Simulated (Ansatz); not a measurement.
Runs of Ansatz 0.2.0 on VWC2. The structure is trigonal, space group R-3m (No. 166). Conventional cell: a = 3.034 Å, b = 3.034 Å, c = 14.802 Å, α = 90.00°, β = 90.00°, γ = 120.00°. W (site symmetry -3m) has 6 C at 2.17 Å as nearest neighbours. V (site symmetry -3m) is surrounded by 6 C at 2.11 Å. C (site symmetry 3m) is surrounded by 3 V at 2.11 Å and 3 W at 2.17 Å. The cell comes from a database or a generator and needn't be the stable form of this composition.

```csv
task,level,cell,cutoff (eV),gap on the mesh (eV),pressure (GPa),moment (μB),V0 of scaled cells (Å³/atom),relaxed volume (Å³/atom),B0 (GPa)
equation of state,LDA,as given,420,-,-,-,9.36,-,378
relaxation of cell and atoms,PBEsol,relaxed,420,none,0.0,0.00,-,9.53,-
relaxation of cell and atoms,PBEsol+D3(BJ)+ATM,relaxed,420,none,0.0,0.00,-,9.38,-
equation of state,r2SCAN,as given,500,-,-,-,9.70,-,(b)
equation of state,PBEsol,as given,420,-,-,-,9.53,-,(a)
```

Alike in all rows: potentials or basis Ansatz PAW; spin collinear, ferromagnetic start; k mesh 10 × 10 × 10; smearing fermi-dirac 0.05 eV.

**Question.** Fill in the values left out.

**Answer.** (a) 361; (b) 330.

Caveats: the PAW data sets come from PBE, with cores solved anew for the run's functional, which leaves a small shift of forces and pressure; the cell was scaled at fixed shape and fractional positions, which overstates the stiffness of a crystal with free parameters, most of all of layers and chains (some runs); the plane-wave basis is chosen anew once the cell has moved, so the energies of steps on either side of that aren't comparable (some runs); pairwise dispersion overbinds metals, which lowers pressure and volume (some runs); the magnetic or orbital state may not be the lowest (some runs).

A k mesh can miss the band edges, and the runs leave out spin-orbit coupling on W.

A gap of «none» marks a metal or a gap under the smearing width.

Not every run made on this cell is shown here.
